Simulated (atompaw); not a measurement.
# A PAW (atompaw) potential for Ru, from input to tests

Task: generate the file, and judge it by its logarithmic derivatives, its ghosts and its cutoff.

The numbers are computed with atompaw 4.2.0.5 (PBE, scalar-relativistic, spin-unpolarised reference atom).

## (1) Starting point

Typed settings, in words:

```json
{
 "element": "ruthenium (Ru, Z = 44)",
 "type": "PAW",
 "frozen core": "[Kr]",
 "valence charge": "8",
 "reference configuration": "4d7 5s0.5 5p0 (charge +0.5)",
 "partial waves": "5s (bound): rc 3.00 bohr; 5s channel at 2.5 Ry: rc 2.85 bohr; 5p (bound, empty): rc 3.00 bohr; 5p channel at -0.11 Ry: rc 3.00 bohr; 4d (bound): rc 2.05 bohr; 4d channel at 0.95 Ry: rc 2.05 bohr",
 "local potential": "bessel scheme, radius 2.75 bohr",
 "core correction": "smooth core density matched at 2.65 bohr",
 "augmentation charge": "besselshape compensation charge, radius 2.85 bohr; PAW radius 3.00 bohr; waves and projectors: custom polynom2 7 10 vanderbiltortho"
}
```

An earlier all-electron run gives the scale for the radii.

All-electron outer shells of the reference configuration (PBE, scalar-relativistic, ld1.x):

```csv
shell,level (eV),outermost node (bohr),outermost maximum (bohr)
4s,-79.90,0.48,0.92
4p,-49.97,0.49,0.98
4d,-8.72,0.48,1.21
5s,-7.26,1.23,2.66
5p,-3.38,1.40,3.55
```

## (2) Generating the potential

Input file Ru.input:

```
Ru 44
GGA-PBE scalarrelativistic loggrid 1500 logderivrange -3 5 201
5 5 4 0 0 0
5 0 0.5
5 1 0
4 2 7
0 0 0
c
c
c
c
v
c
c
c
v
c
v
2
3.00 2.85 2.75 2.65
y
2.5
n
y
-0.11
n
y
0.95
n
custom polynom2 7 10 vanderbiltortho besselshape
bessel
3.00
2.85
3.00
3.00
2.05
2.05
PWSCFOUT
UPFDX 0.0125d0 UPFXMIN -7.d0 UPFZMESH 44.d0
END
```

On the command line:

```
atompaw < Ru.input > Ru.log
```

Q: Predict the outcome of this session. Wanted: cutoffs for 10 and 1 mRy, occupied levels; bound ghosts; largest phase difference near zero energy, channels read; lowest eigenvalue of the overlap; share of valence orbitals outside the PAW sphere; UPF file.

As calculated:

| quantity | value |
| --- | --- |
| cutoffs for 10 and 1 mRy, occupied levels | 21 Ry and 30 Ry |
| bound ghosts | none found |
| largest phase difference near zero energy, channels read | 0.001 rad |
| lowest eigenvalue of the overlap (Bessel basis) | 0.773 (s) |
| share of valence orbitals outside the PAW sphere | 5s 51 %, 5p 79 %, 4d 7 % |
| UPF file | written |

In words: It counts as soft on the atom at that tolerance, with 21 Ry needed at the looser tolerance. The slowest occupied level is 4d: taken alone it needs 21 Ry to come within 1 mRy, against 6 Ry or less for 5s. It is free of bound ghosts as far as tested. Near zero energy the phases of the channels with partial waves agree within 0.001 rad. These are tests on the free atom; a crystal test is still owed.
